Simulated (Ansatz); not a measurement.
**CO on a GaAs(110) slab cut from the F-43m phase: a line through an energy map**

Aim: follow the energy of CO on a GaAs(110) slab cut from the F-43m phase (6 atoms of substrate and one adsorbate in a 1 × 1 cell) along one coordinate, position of O7 along the second surface vector, from above As6, with the other held at position of O7 along the first surface vector, from above As6 = 0.333.

Method: DFT PBE+D3(BJ), scalar-relativistic, plane waves, PAW, in Ansatz 0.2.0.

1 further run of the same task is left out (set aside as unsound or not needed).

## 1. The starting structure

The structure is triclinic, space group P1 (No. 1). Conventional cell: a = 4.014 Å, b = 5.676 Å, c = 23.335 Å, α = 90.00°, β = 90.00°, γ = 90.00°. Ga (site symmetry 1) is surrounded by 3 As at 2.46 to 2.55 Å. As (site symmetry 1) is surrounded by 3 Ga at 2.46 to 2.49 Å. Around Ga (site symmetry 1) lie 4 As at 2.48 to 2.51 Å. Around As (site symmetry 1) lie 4 Ga at 2.48 to 2.55 Å. Ga (site symmetry 1) has 3 As at 2.46 to 2.48 Å as nearest neighbours. As (site symmetry 1) has 3 Ga at 2.46 to 2.48 Å as nearest neighbours. O (site symmetry 1) has 1 C at 1.15 Å as nearest neighbours. Around C (site symmetry 1) lie 1 O at 1.15 Å.

As a file:

```cif
data_structure
_symmetry_space_group_name_H-M 'P1'
_symmetry_Int_Tables_number 1
_cell_length_a 4.0137
_cell_length_b 5.6762
_cell_length_c 23.3353
_cell_angle_alpha 90.000
_cell_angle_beta 90.000
_cell_angle_gamma 90.000
_cell_volume 531.64
loop_
_atom_site_label
_atom_site_type_symbol
_atom_site_symmetry_multiplicity
_atom_site_Wyckoff_symbol
_atom_site_fract_x
_atom_site_fract_y
_atom_site_fract_z
_atom_site_occupancy
Ga1 Ga 1 a 0.50000 0.50000 0.17141 1
As1 As 1 a 0.00000 0.25000 0.17141 1
Ga2 Ga 1 a 0.00000 0.06538 0.26800 1
As2 As 1 a 0.50000 0.81022 0.25049 1
Ga3 Ga 1 a 0.50000 0.48946 0.32285 1
As3 As 1 a 0.00000 0.28876 0.35934 1
O1 O 1 a 0.33333 0.28876 0.49647 1
C1 C 1 a 0.33333 0.28876 0.54575 1
```

This is the geometry of the first run shown, built on a cell relaxed beforehand with the same method.

## 2. What is varied

Atoms count from 1 in the order of the input.

CO (O end down) is moved over the surface cell at a fixed height above a rigid substrate; the origin of the map has the adsorbate above As6; the height is held at 3.20 Å.

- position of O7 along the first surface vector, from above As6: 6 values from 0.000 to 0.833, periodic
- position of O7 along the second surface vector, from above As6: 6 values from 0.000 to 0.833, periodic

Nothing else is relaxed. Points are written as (first, second).

The two vectors of the plane (Å): (4.014, 0.000, 0.000); (0.000, 5.676, 0.000).

## 3. The run at (2/6, 0/6) of the map's two axes

The cell repeats along c, and a dipole correction in the vacuum removes the field between the copies.

File input.yaml:

```yaml
crystal:
  lattice:
    - [4.0137031111, 0.0, 0.0]
    - [0.0, 5.6762333751, 0.0]
    - [0.0, 0.0, 23.3352699083]
  atoms:
    - { symbol: Ga, position: [0.5, 0.5, 0.1714143447] }
    - { symbol: As, position: [0.0, 0.25, 0.1714143447] }
    - { symbol: Ga, position: [0.0, 0.0653835255, 0.2680035048] }
    - { symbol: As, position: [0.5, 0.8102208698, 0.2504948966] }
    - { symbol: Ga, position: [0.5, 0.4894639609, 0.3228546357] }
    - { symbol: As, position: [0.0, 0.2887573198, 0.3593388866] }
    - { symbol: O, position: [0.3333333333, 0.2887573198, 0.4964703624] }
    - { symbol: C, position: [0.3333333333, 0.2887573198, 0.5457519865] }
basis:
  ecutwfc: 420
kpoints:
  mp_grid: { grid: [7, 5, 1] }
hamiltonian:
  xc: pbe
  pseudopotentials: { kind: paw, azcp: { folder: soft_1 } }
  dispersion: d3bj
scf:
  occupations: { method: gaussian, width: 0.05 }
output:
  forces: true
  eigenvalues: true
efield:
  axis: 3
  dipole_correction: true
  ramp_width: 0.04
```

On the command line:

```console
$ ansatz run input.yaml --threads 2 --pin off --max-ram 6144MiB --backend cpu --events-out ev --progress --plain --runs-dir out
```

Standard output, shortened:

```text
Warning: RAYON_NUM_THREADS=2 ignored (pool sized by the plan → 2); use --threads N
[...]
Pseudopotentials: kind: paw
Pseudopotential: Ga, paw, valence charge 13, recommended cutoff 420 eV (normal), <dir>
Pseudopotential: As, paw, valence charge 15, recommended cutoff 420 eV (normal), <dir>
Pseudopotential: O, paw, valence charge 6, recommended cutoff 420 eV (normal), <dir>
Pseudopotential: C, paw, valence charge 4, recommended cutoff 420 eV (normal), <dir>
Functional definition: PBE
[...]
Crystal: 8 atoms, lattice volume = 531.641 Å³
Basis set: ecut = 420 eV, 10439 PW (Γ), exchange–correlation on 54×80×320 points (8 copies of the dense FFT grid, shifted against one another)
Bands: 57, of which v1, the nominal top of the filled ones, is band 47 counted from 1 (46 counted from 0)
Symmetry: 1 space group operations
Space group: P1 (ITA 1), of the structure as read, at distance tolerance 8.1e-5 Å
k-points: 18 of 35 (time reversal used)
[...]
SCF iter   1: F=—  HF=-26736.949621 eV  |F-HF|=—  |Δ(HF+E_count)|=         —  Δρ=3.23e-2  dr2=5.61e0  ethr=3.10e-3  p=0.000 e·Å  D=1.28e-6 V/Å  ΔV_dip=-0.00 eV  dr2_dipole=2.79e-3  V_vac-E_F(+/−)=5.72/5.72 eV  ⟨swp⟩=7.4  Hψ=4366  notcnv=0  defer=1
[...]
SCF iter  11: F=-26735.398141 eV  HF=-26735.398141 eV  |F-HF|=5.60e-8  |Δ(HF+E_count)|=   1.37e-7  Δρ=2.36e-6  dr2=4.44e-8  ethr=1.06e-10  p=-0.055 e·Å  D=-1.89e-2 V/Å  ΔV_dip=0.44 eV  dr2_dipole=1.36e-12  V_vac-E_F(+/−)=4.87/4.43 eV  ⟨swp⟩=14.7  Hψ=4998  notcnv=0
[...]
SCF converged after 11 iterations
Free energy (F): -26735.398141 eV
[...]
E sigma→0 (E₀):  -26735.398141 eV
Fermi energy:    -0.987580 eV
Dipole field:    D = -0.018879 V/Å  (p = -0.055467 e·Å, saw-weighted, corrected)
Work function:   Φ+ = 4.8745 eV   Φ− = 4.4339 eV
Levels:          The Fermi level and band energies are counted from a zero that moves with the ramp; work functions are not
[...]
--- Forces (eV/Å), atoms counted from 1 ---
  atom   1  Ga    -0.00034817    -0.32647310     1.04141251
  atom   2  As     0.00111821     0.33162503    -1.05248801
  atom   3  Ga    -0.00520653     0.00586152     0.00925487
  atom   4  As    -0.00205381     0.00141766    -0.00225158
  atom   5  Ga     0.00615507    -0.01206363    -0.00052668
  atom   6  As    -0.03745226    -0.00574852    -0.03506734
  atom   7  O      0.04682830     0.00887455     1.57074662
  atom   8  C     -0.00904410    -0.00351672    -1.53104519
[...]
--- Band table (eV; the first three rows and the last of 18) ---
[...]
```

Run time: 24 s. Hardware: 2 threads of Intel Xeon Platinum 8488C (Sapphire Rapids), shared host; peak memory 0.97 GiB.

From the log: gap on the mesh 0.41 eV (a mesh can miss band crossings, so it may be none); dipole along +c -0.055 e·Å per cell.

## 4. The run at (2/6, 1/6) of the map's two axes

Edit input.yaml of step 3 so:

```diff
@@ -12,4 +12,4 @@
     - { symbol: As, position: [0.0, 0.2887573198, 0.3593388866] }
-    - { symbol: O, position: [0.3333333333, 0.2887573198, 0.4964703624] }
-    - { symbol: C, position: [0.3333333333, 0.2887573198, 0.5457519865] }
+    - { symbol: O, position: [0.3333333333, 0.4554239865, 0.4964703624] }
+    - { symbol: C, position: [0.3333333333, 0.4554239865, 0.5457519865] }
 basis:
```

On the command line:

```console
$ ansatz run input.yaml --threads 2 --pin off --max-ram 6144MiB --backend cpu --events-out ev --progress --plain --runs-dir out
```

Standard output, shortened:

```text
Warning: RAYON_NUM_THREADS=2 ignored (pool sized by the plan → 2); use --threads N
[...]
[... 6 set-up lines as earlier in the session ...]
[...]
Crystal: 8 atoms, lattice volume = 531.641 Å³
Basis set: ecut = 420 eV, 10439 PW (Γ), exchange–correlation on 54×80×320 points (8 copies of the dense FFT grid, shifted against one another)
Bands: 57, of which v1, the nominal top of the filled ones, is band 47 counted from 1 (46 counted from 0)
[... 2 set-up lines as earlier in the session ...]
[...]
SCF converged after 11 iterations
Free energy (F): -26735.410672 eV
[...]
E sigma→0 (E₀):  -26735.410672 eV
Fermi energy:    -0.989676 eV
Dipole field:    D = -0.018942 V/Å  (p = -0.055652 e·Å, saw-weighted, corrected)
Work function:   Φ+ = 4.8733 eV   Φ− = 4.4313 eV
Levels:          The Fermi level and band energies are counted from a zero that moves with the ramp; work functions are not
[...]
--- Forces (eV/Å), atoms counted from 1 ---
  atom   1  Ga    -0.00053065    -0.32450821     1.04399147
  atom   2  As     0.00103603     0.32865388    -1.05165206
  atom   3  Ga    -0.00554079     0.00286847     0.01502836
  atom   4  As    -0.00015845    -0.00182143    -0.00513271
  atom   5  Ga     0.00216398    -0.00742310     0.01033100
  atom   6  As    -0.01835382    -0.01368118    -0.01634773
  atom   7  O      0.02652179     0.02383221     1.53820910
  atom   8  C     -0.00513998    -0.00793241    -1.53439642
[...]
--- Band table (eV; the first three rows and the last of 18) ---
[...]
```

Run time: 24 s. Hardware: 2 threads of Intel Xeon Platinum 8488C (Sapphire Rapids), shared host; peak memory 0.99 GiB.

Read from this run: gap on the mesh 0.41 eV (a mesh can miss band crossings, so it may be none); dipole along +c -0.056 e·Å per cell.

## 5. Point (2/6, 2/6) of the map's two axes

Edit input.yaml of step 4 so:

```diff
@@ -12,4 +12,4 @@
     - { symbol: As, position: [0.0, 0.2887573198, 0.3593388866] }
-    - { symbol: O, position: [0.3333333333, 0.4554239865, 0.4964703624] }
-    - { symbol: C, position: [0.3333333333, 0.4554239865, 0.5457519865] }
+    - { symbol: O, position: [0.3333333333, 0.6220906532, 0.4964703624] }
+    - { symbol: C, position: [0.3333333333, 0.6220906532, 0.5457519865] }
 basis:
```

On the command line:

```console
$ ansatz run input.yaml --threads 2 --pin off --max-ram 6144MiB --backend cpu --events-out ev --progress --plain --runs-dir out
```

Standard output, shortened:

```text
[...]
SCF converged after 11 iterations
Free energy (F): -26735.420369 eV
[...]
E sigma→0 (E₀):  -26735.420369 eV
Fermi energy:    -1.005671 eV
Dipole field:    D = -0.020359 V/Å  (p = -0.059815 e·Å, saw-weighted, corrected)
Work function:   Φ+ = 4.9035 eV   Φ− = 4.4284 eV
Levels:          The Fermi level and band energies are counted from a zero that moves with the ramp; work functions are not
[...]
--- Forces (eV/Å), atoms counted from 1 ---
  atom   1  Ga    -0.00028336    -0.32163858     1.04463787
  atom   2  As     0.00035382     0.32802500    -1.04791948
  atom   3  Ga    -0.00264417    -0.00434404     0.01793204
  atom   4  As     0.00029332    -0.00133264    -0.00663515
  atom   5  Ga    -0.00071323     0.00120155     0.02137321
  atom   6  As    -0.00278423    -0.00537957     0.00701261
  atom   7  O      0.00798619     0.00708154     1.50557085
  atom   8  C     -0.00220814    -0.00360601    -1.54194410
[...]
--- Band table (eV; the first three rows and the last of 18) ---
[...]
```

It took 24 s on 2 threads of Intel Xeon Platinum 8488C (Sapphire Rapids), shared host; peak memory 0.99 GiB.

Read from this run: gap on the mesh 0.41 eV (a mesh can miss band crossings, so it may be none); dipole along +c -0.060 e·Å per cell.

## 6. Point (2/6, 3/6) of the map's two axes

Edit input.yaml of step 5 so:

```diff
@@ -12,4 +12,4 @@
     - { symbol: As, position: [0.0, 0.2887573198, 0.3593388866] }
-    - { symbol: O, position: [0.3333333333, 0.6220906532, 0.4964703624] }
-    - { symbol: C, position: [0.3333333333, 0.6220906532, 0.5457519865] }
+    - { symbol: O, position: [0.3333333333, 0.7887573198, 0.4964703624] }
+    - { symbol: C, position: [0.3333333333, 0.7887573198, 0.5457519865] }
 basis:
```

On the command line:

```console
$ ansatz run input.yaml --threads 2 --pin off --max-ram 6144MiB --backend cpu --events-out ev --progress --plain --runs-dir out
```

Standard output, shortened:

```text
Warning: RAYON_NUM_THREADS=2 ignored (pool sized by the plan → 2); use --threads N
[...]
[... 6 set-up lines as earlier in the session ...]
[...]
Crystal: 8 atoms, lattice volume = 531.641 Å³
Basis set: ecut = 420 eV, 10439 PW (Γ), exchange–correlation on 54×80×320 points (8 copies of the dense FFT grid, shifted against one another)
Bands: 57, of which v1, the nominal top of the filled ones, is band 47 counted from 1 (46 counted from 0)
[... 2 set-up lines as earlier in the session ...]
[...]
SCF converged after 11 iterations
Free energy (F): -26735.419259 eV
[...]
E sigma→0 (E₀):  -26735.419259 eV
Fermi energy:    -1.021774 eV
Dipole field:    D = -0.021938 V/Å  (p = -0.064455 e·Å, saw-weighted, corrected)
Work function:   Φ+ = 4.9400 eV   Φ− = 4.4280 eV
Levels:          The Fermi level and band energies are counted from a zero that moves with the ramp; work functions are not
[...]
--- Forces (eV/Å), atoms counted from 1 ---
  atom   1  Ga    -0.00006341    -0.32063373     1.04356504
  atom   2  As     0.00005249     0.32916982    -1.04570218
  atom   3  Ga    -0.00067396    -0.00757756     0.01621841
  atom   4  As    -0.00014465     0.00032933    -0.00605745
  atom   5  Ga    -0.00067712     0.00594762     0.02073246
  atom   6  As    -0.00036736    -0.00308511     0.01681311
  atom   7  O      0.00347569    -0.00711516     1.50125999
  atom   8  C     -0.00160138     0.00297396    -1.54680501
[...]
--- Band table (eV; the first three rows and the last of 18) ---
[...]
```

Run time: 24 s. Hardware: 2 threads of Intel Xeon Platinum 8488C (Sapphire Rapids), shared host; peak memory 0.98 GiB.

Read from this run: gap on the mesh 0.41 eV (a mesh can miss band crossings, so it may be none); dipole along +c -0.064 e·Å per cell.

## 7. Grid point (2/6, 4/6) of the map's two axes

Edit input.yaml of step 6 so:

```diff
@@ -12,4 +12,4 @@
     - { symbol: As, position: [0.0, 0.2887573198, 0.3593388866] }
-    - { symbol: O, position: [0.3333333333, 0.7887573198, 0.4964703624] }
-    - { symbol: C, position: [0.3333333333, 0.7887573198, 0.5457519865] }
+    - { symbol: O, position: [0.3333333333, 0.9554239865, 0.4964703624] }
+    - { symbol: C, position: [0.3333333333, 0.9554239865, 0.5457519865] }
 basis:
```

On the command line:

```console
$ ansatz run input.yaml --threads 2 --pin off --max-ram 6144MiB --backend cpu --events-out ev --progress --plain --runs-dir out
```

Standard output, shortened:

```text
[...]
SCF converged after 11 iterations
Free energy (F): -26735.413672 eV
[...]
E sigma→0 (E₀):  -26735.413672 eV
Fermi energy:    -1.024213 eV
Dipole field:    D = -0.022390 V/Å  (p = -0.065783 e·Å, saw-weighted, corrected)
Work function:   Φ+ = 4.9520 eV   Φ− = 4.4295 eV
Levels:          The Fermi level and band energies are counted from a zero that moves with the ramp; work functions are not
[...]
--- Forces (eV/Å), atoms counted from 1 ---
  atom   1  Ga     0.00000637    -0.32124774     1.04188247
  atom   2  As     0.00008307     0.33073591    -1.04535510
  atom   3  Ga    -0.00042348    -0.00634428     0.01316078
  atom   4  As    -0.00101863     0.00257249    -0.00478503
  atom   5  Ga     0.00169700     0.00197194     0.01128689
  atom   6  As    -0.00765985     0.00060716     0.01469809
  atom   7  O      0.00995634    -0.01512352     1.51737942
  atom   8  C     -0.00264078     0.00682944    -1.54823833
[...]
--- Band table (eV; the first three rows and the last of 18) ---
[...]
```

Run time: 24 s. Hardware: 2 threads of Intel Xeon Platinum 8488C (Sapphire Rapids), shared host; peak memory 0.99 GiB.

Read from this run: gap on the mesh 0.41 eV (a mesh can miss band crossings, so it may be none); dipole along +c -0.066 e·Å per cell.

## 8. Point (2/6, 5/6) of the map's two axes

Edit input.yaml of step 7 so:

```diff
@@ -12,4 +12,4 @@
     - { symbol: As, position: [0.0, 0.2887573198, 0.3593388866] }
-    - { symbol: O, position: [0.3333333333, 0.9554239865, 0.4964703624] }
-    - { symbol: C, position: [0.3333333333, 0.9554239865, 0.5457519865] }
+    - { symbol: O, position: [0.3333333333, 1.1220906532, 0.4964703624] }
+    - { symbol: C, position: [0.3333333333, 1.1220906532, 0.5457519865] }
 basis:
```

On the command line:

```console
$ ansatz run input.yaml --threads 2 --pin off --max-ram 6144MiB --backend cpu --events-out ev --progress --plain --runs-dir out
```

Standard output, shortened:

```text
Warning: RAYON_NUM_THREADS=2 ignored (pool sized by the plan → 2); use --threads N
[...]
[... 6 set-up lines as earlier in the session ...]
[...]
Crystal: 8 atoms, lattice volume = 531.641 Å³
Basis set: ecut = 420 eV, 10439 PW (Γ), exchange–correlation on 54×80×320 points (8 copies of the dense FFT grid, shifted against one another)
Bands: 57, of which v1, the nominal top of the filled ones, is band 47 counted from 1 (46 counted from 0)
[... 2 set-up lines as earlier in the session ...]
[...]
SCF converged after 11 iterations
Free energy (F): -26735.403069 eV
[...]
E sigma→0 (E₀):  -26735.403069 eV
Fermi energy:    -1.006451 eV
Dipole field:    D = -0.020807 V/Å  (p = -0.061131 e·Å, saw-weighted, corrected)
Work function:   Φ+ = 4.9179 eV   Φ− = 4.4323 eV
Levels:          The Fermi level and band energies are counted from a zero that moves with the ramp; work functions are not
[...]
--- Forces (eV/Å), atoms counted from 1 ---
  atom   1  Ga    -0.00004252    -0.32390608     1.04047983
  atom   2  As     0.00044462     0.33238570    -1.04809580
  atom   3  Ga    -0.00201562    -0.00057910     0.00947610
  atom   4  As    -0.00234461     0.00408071    -0.00280696
  atom   5  Ga     0.00549019    -0.00709006     0.00112971
  atom   6  As    -0.02747717     0.00740386    -0.01143923
  atom   7  O      0.03256463    -0.01746200     1.55163227
  atom   8  C     -0.00662178     0.00516560    -1.54034054
[...]
--- Band table (eV; the first three rows and the last of 18) ---
[...]
```

It took 24 s on 2 threads of Intel Xeon Platinum 8488C (Sapphire Rapids), shared host; peak memory 0.99 GiB.

From the log: gap on the mesh 0.41 eV (a mesh can miss band crossings, so it may be none); dipole along +c -0.061 e·Å per cell.

## 9. What came out

| position of O7 along the second surface vector, from above As6 | step | energy (meV) | slope (meV per unit fraction) | dipole moment (e·Å) |
| --- | --- | --- | --- | --- |
| 0.000 | 3 | 22.2 | −30 | −0.056 |
| 0.167 | 4 | 9.7 | −90 | −0.056 |
| 0.333 | 5 | 0.0 | −20 | −0.060 |
| 0.500 | 6 | 1.1 | 24 | −0.065 |
| 0.667 | 7 | 6.7 | 47 | −0.066 |
| 0.833 | 8 | 17.3 | 70 | −0.061 |

Energies count from the lowest point of the line. Slopes come from the forces (and the stress, where the cell changes), not from differences of energies.

What this shows: The lowest point of the line is at 0.333. Energies and slopes round the minimum, fitted together, put the minimum at 0.3850, with a curvature of about 320 meV per (unit fraction)². The highest point computed, at 0.000, lies 22.2 meV above the lowest. This is one cut through a surface in two coordinates; the map's lowest point lies off it. The host is rigid and the atom is kept to this plane, so wells and barriers of the map are not those of diffusion.
